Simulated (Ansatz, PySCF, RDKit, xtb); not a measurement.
# C5H8O3: which of the isomers drawn lies lowest?

A sample of isomers of C5H8O3 is drawn. Aim: find which of them has the lowest free energy at 298.15 K, then its properties. The sample is small against all isomers, and the most stable one of this formula need not be in it.

The funnel: GFN2-xTB relaxations, single points with a density functional, relaxations at r2SCAN-D4/def2-SVP, harmonic vibrations (at GFN2-xTB), and a last energy at a higher level. All values are calculated.

**1. Possible bonding patterns**

Isomers were taken from a list of plausible structures; this is a sample, not all of them. That gives 3 candidates.

```tsv
label	SMILES	spin
c695	CCO[C@@H]1OC=C1O	singlet
c838	CCOC1=C(O)CO1	singlet
c933	CCO[C@@H]1OCC1=O	singlet
```

Candidates are built by distance geometry, with a force field where one applies, in up to four conformers (letters a to d).

Q: Predict the outcome of this search (final energies at CCSD(T)/def2-SVP + MP2/def2-TZVPP - MP2/def2-SVP).

| quantity | value |
| --- | --- |
| lowest structure found | CCO[C@@H]1OCC1=O, singlet |
| next finalist | CCO[C@@H]1OC=C1O, singlet, 17.6 kcal/mol higher in G |
| share at equilibrium, among the finalists | 100.0 % |
| dipole moment (PBE0/def2-SVPD) | 0.79 D |
| HOMO energy (PBE0/def2-SVPD) | -7.30 eV |
| LUMO energy (PBE0/def2-SVPD) | -1.40 eV |
| HOMO–LUMO gap (PBE0/def2-SVPD) | 5.90 eV |
| lowest excitation (TD-PBE0/def2-SVPD) | 3.92 eV (f = 0.001) |
| strongest of the states computed, same level | 6.88 eV (f = 0.051) |
| lowest triplet excitation, same level, Tamm-Dancoff | 3.35 eV |
| vertical ionisation energy | 9.29 eV |
| vertical electron affinity | -0.64 eV (unbound: the value depends on the basis) |
| vertical triplet less singlet | +3.35 eV |

`CCO[C@@H]1OCC1=O` comes out lowest. Among the finalists first place is clear (17.6 kcal/mol); structures outside the list aren't covered. GFN2-xTB, HF/STO-3G, r2SCAN-D4/def2-SVP, r2SCAN-D4/def2-SVP, relaxed, HF/def2-SVP and MP2/def2-SVP already put its bonding pattern lowest among the structures in one piece. 2 minima inside the window were never screened. The search is not exhaustive (a finite list of starts, one conformer a finalist), so a lower isomer can't be ruled out. Only 3 drawn patterns were tried, so whole families of isomers are missing, and the result ranks this sample alone.
